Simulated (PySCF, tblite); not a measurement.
# C₄H₉F₃OSi₂: geometry, infrared bands and NMR shifts

Wanted: the infrared bands and NMR shifts of C₄H₉F₃OSi₂ (`C=C[Si@@H](CO[SiH3])C(F)(F)F`), by calculation.

The runs use tblite 0.8.0 and PySCF 2.14.0, with density-fitted response routines of our own; the level of theory stands in each step. All values are computed, except where a source is named. Atoms are numbered from 0 throughout.

**1. The starting structure**

19 atoms, charge 0, multiplicity 1; geometry from: force field or distance geometry start.

Bonds of the start (Å): C0–C1 1.34, C1–Si2 1.85, Si2–C3 1.88, C3–O4 1.38, O4–Si5 1.71, Si2–C6 1.89, C6–F7 1.39, C6–F8 1.36, C6–F9 1.38, C0–H10 1.08, C0–H11 1.10, C1–H12 1.10, Si2–H13 1.45, C3–H14 1.10, C3–H15 1.11, Si5–H16 1.48, Si5–H17 1.47, Si5–H18 1.49.

**2. Optimising the geometry with GFN2-xTB**

The job: settings as JSON, then the geometry in Å.

```
{"job": {"kind": "relax", "xc": "GFN2-xTB", "basis": "xTB"}, "charge": 0, "multiplicity": 1}
C     -1.097600    -2.586200     0.926900
C     -1.407200    -1.342000     0.528700
Si    -0.169100     0.029500     0.551400
C     -0.266600     1.075100    -1.011900
O      0.466000     0.469600    -2.017100
Si     2.104000     0.325800    -1.540200
C     -0.707900     1.193500     1.934800
F      0.273300     1.123000     2.910400
F     -1.897000     0.777900     2.455900
F     -0.856800     2.486000     1.467700
H     -0.116800    -2.874500     1.280800
H     -1.898100    -3.334700     0.888800
H     -2.435800    -1.136400     0.203500
H      1.195200    -0.446700     0.707500
H     -1.296000     1.339700    -1.294700
H      0.276100     2.010400    -0.748900
H      2.416500     1.417200    -0.592000
H      2.368600    -0.973200    -0.909700
H      3.039300     0.455200    -2.688800
```

Command:

```
> OMP_NUM_THREADS=1 python probes_run.py task.json out
```

This one command runs all jobs of the session in turn.

**Question.** This job is followed by: GFN2-xTB harmonic vibrations, gas phase; GIAO PBE0/pcSseg-1 NMR shielding, non-relativistic, gas phase. What will the session give for the following? strongest single infrared mode (GFN2-xTB); zero-point energy (GFN2-xTB); 13C shifts against TMS (PBE0/pcSseg-1); 1H shifts against TMS (PBE0/pcSseg-1, means over atoms taken as alike); 29Si shifts against TMS (PBE0/pcSseg-1); 17O shifts against H2O (PBE0/pcSseg-1); 19F shifts against CFCl3 (PBE0/pcSseg-1, means over atoms taken as alike).

The runs gave:

| quantity | value |
| --- | --- |
| strongest single infrared mode (GFN2-xTB) | 2196 cm⁻¹, 353 km/mol |
| zero-point energy (GFN2-xTB) | 74.0 kcal/mol |
| 13C shifts against TMS (PBE0/pcSseg-1) | 150.8, 139.7, 134.5, 56.2 ppm |
| 1H shifts against TMS (PBE0/pcSseg-1, means over atoms taken as alike) | 6.92, 6.63, 6.48, 4.93, 4.93, 4.39, 4.08 ppm |
| 29Si shifts against TMS (PBE0/pcSseg-1) | -36.9, -40.1 ppm |
| 17O shifts against H2O (PBE0/pcSseg-1) | -21.6 ppm |
| 19F shifts against CFCl3 (PBE0/pcSseg-1, means over atoms taken as alike) | -74.3 ppm |

The optimisation took 205 steps and gained 1.196 eV; among the close pairs (by a distance rule), O4–Si5 changed most, from 1.712 to 1.616 Å. The lowest mode is imaginary (26i cm⁻¹), so the xTB geometry is not a minimum. The strongest single mode, at 2196 cm⁻¹, moves mainly H17. Unscaled tight-binding wavenumbers are off by several per cent, some by more. Its intensities can rank the bands wrongly. C0 (terminal =CH2 carbon) lies farthest downfield among carbon, at 150.8 ppm; the olefinic region. At PBE0/pcSseg-1: The widest tensor belongs to C0: span 262 ppm, with a paramagnetic part of -218 ppm.
